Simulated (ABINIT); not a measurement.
Runs of ABINIT 10.8.3 (patched build) on PtSe. It takes space group Fm-3m (No. 225, cubic). The conventional cell has a = 5.597 Å, b = 5.597 Å, c = 5.597 Å, α = 90.00°, β = 90.00°, γ = 90.00°. Pt (site symmetry m-3m) is surrounded by 6 Se at 2.80 Å. Around Se (site symmetry m-3m) lie 6 Pt at 2.80 Å. The cell comes from a database or a generator and needn't be the stable form of this composition.

```csv
task,level,potentials or basis,spin,U,k mesh,cutoff (eV),smearing,fine-grid cutoff,double counting (usepawu),gap on the mesh (eV),pressure (GPa),moment (μB)
single point,PBE,PseudoDojo NC SR PBE v0.4.1 standard,off,-,6 × 6 × 6,1088,fermi-dirac 0.05 eV,-,-,none,(b),-
single point,PBE,JTH PAW PBE v2.0,off,-,8 × 8 × 8,435,fermi-dirac 0.05 eV,870.764 eV,-,none,-14.4,-
band structure,PBE+U,JTH PAW PBE v2.0,"collinear, ferromagnetic start",Pt d U = 8 eV,6 × 6 × 6,544,gaussian 0.05 eV,1088.46 eV,1,none,-13.0,0.45
single point,PBE+U,JTH PAW PBE v2.0,"collinear, ferromagnetic start",Pt d U = 2 eV,6 × 6 × 6,435,gaussian 0.05 eV,870.764 eV,1,none,-14.1,(a)
```

Alike in all rows: cell as given.

Q: Estimate the missing entries.

A: (a) 0.14; (b) -14.5.

A k mesh can miss the band edges, and the runs leave out spin-orbit coupling on Pt, Se.

A gap of «none» marks a metal or a gap under the smearing width.

Not every run made on this cell is shown here.
